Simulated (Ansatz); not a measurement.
I need a formation energy from the elements of HfC and its elements. Use Ansatz 0.2.0, Python API. Use (first run): LDA, PAW, cutoff 571 eV, Gaussian smearing of 0.1 eV.

Input file `hfc_hfc.cif`:
```cif
data_HfC
_cell_length_a 3.288047
_cell_length_b 3.288047
_cell_length_c 3.288047
_cell_angle_alpha 60.00000
_cell_angle_beta 60.00000
_cell_angle_gamma 60.00000
_symmetry_space_group_name_H-M 'P 1'
_symmetry_Int_Tables_number 1
loop_
_symmetry_equiv_pos_as_xyz
'x, y, z'
loop_
_atom_site_label
_atom_site_type_symbol
_atom_site_fract_x
_atom_site_fract_y
_atom_site_fract_z
Hf1 Hf    0.500000    0.500000    0.500000
C2 C    0.000000    0.000000    0.000000
```

Input file `hfc_hf.extxyz`:
```text
2
Lattice="3.1967 0.0 0.0 -1.59835 2.76842341 0.0 0.0 0.0 5.0578" Properties=species:S:1:pos:R:3 pbc="T T T"
Hf   -0.00000000    1.84561561    1.26445000
Hf    1.59835000    0.92280780    3.79335000
```

Input file `hfc_c.cif`:
```cif
data_C
_cell_length_a 3.635000
_cell_length_b 3.635000
_cell_length_c 3.635000
_cell_angle_alpha 39.49000
_cell_angle_beta 39.49000
_cell_angle_gamma 39.49000
_symmetry_space_group_name_H-M 'P 1'
_symmetry_Int_Tables_number 1
loop_
_symmetry_equiv_pos_as_xyz
'x, y, z'
loop_
_atom_site_label
_atom_site_type_symbol
_atom_site_fract_x
_atom_site_fract_y
_atom_site_fract_z
C1 C    0.836000    0.836000    0.836000
C2 C    0.164000    0.164000    0.164000
```

Script `hfc.py`:
```python
from collections import Counter
import warnings

import ansatz as az
from ase.io import read
import numpy as np
from tabulate import tabulate


def ground_state(name, crystal):
    calc = (
        crystal.calculation()
        .functional("lda")
        .basis(21 * az.Ha)
        .kpoints(spacing=0.15)
        .occupations("gaussian", width=0.1)
        .stress()
    )
    calc = calc.relax(force_tolerance=0.01, fix_cell=["shape"])
    return calc.run(threads=1)


def counts(outcome):
    return Counter(site.symbol for site in outcome.lattice.sites)

def formation_energy(outcome, mu):
    n = counts(outcome)
    return (outcome.report["energy_sigma0_ev"] - sum(k * mu[element] for element, k in n.items())) / sum(n.values())


def volume_per_atom(outcome):
    return abs(np.linalg.det(outcome.lattice.cell_ang)) / len(outcome.lattice.sites)


def main() -> None:
    warnings.simplefilter("ignore", az.DeckWarning)

    phases = {}
    atoms = read("hfc_hfc.cif")
    hfc = az.Crystal.from_ase(atoms)
    phases["HfC"] = hfc
    hf = az.Crystal.from_extxyz("hfc_hf.extxyz")
    phases["Hf"] = hf
    atoms = read("hfc_c.cif")
    c = az.Crystal.from_ase(atoms)
    phases["C"] = c

    done = {name: ground_state(name, crystal) for name, crystal in phases.items()}

    references = {"Hf": "Hf", "C": "C"}
    mu = {element: done[name].report["energy_sigma0_ev"] / len(done[name].lattice.sites) for element, name in references.items()}

    target = done["HfC"]
    heat = formation_energy(target, mu)
    rows = [(name, len(o.lattice.sites), volume_per_atom(o), formation_energy(o, mu)) for name, o in done.items()]
    print(tabulate(rows, headers=["phase", "atoms", "V (A^3/atom)", "E_form (eV/atom)"], floatfmt=".4f", tablefmt="psql"))


if __name__ == "__main__":
    main()
```

```console
$ python hfc.py
+---------+---------+----------------+--------------------+
| phase   |   atoms |   V (A^3/atom) |   E_form (eV/atom) |
|---------+---------+----------------+--------------------|
| HfC     |       2 |        11.9519 |            -1.0168 |
| Hf      |       2 |        20.8163 |             0.0000 |
| C       |       2 |         8.6239 |             0.0000 |
+---------+---------+----------------+--------------------+
```

Reading the output:
- Atoms and volume are relaxed with the cell's shape held, which in cells of lower than cubic symmetry can hide stresses and shift volumes.
- Spin-orbit coupling, which matters for elements this heavy, is left out.
- The cells come from databases of deposited and of computed structures, and not all need be stable phases.
- The compound is the structure given, not necessarily its lowest; energies are at zero temperature, with no correction for gases. A semilocal functional's error on such energies is often 0.05 to 0.1 eV an atom, and 0.1 to 0.3 eV against gases such as O2 or F2.
- Wall time of the script: 5 min on 1 thread of Arm Neoverse N1, on a shared host, peak memory 0.64 GiB.
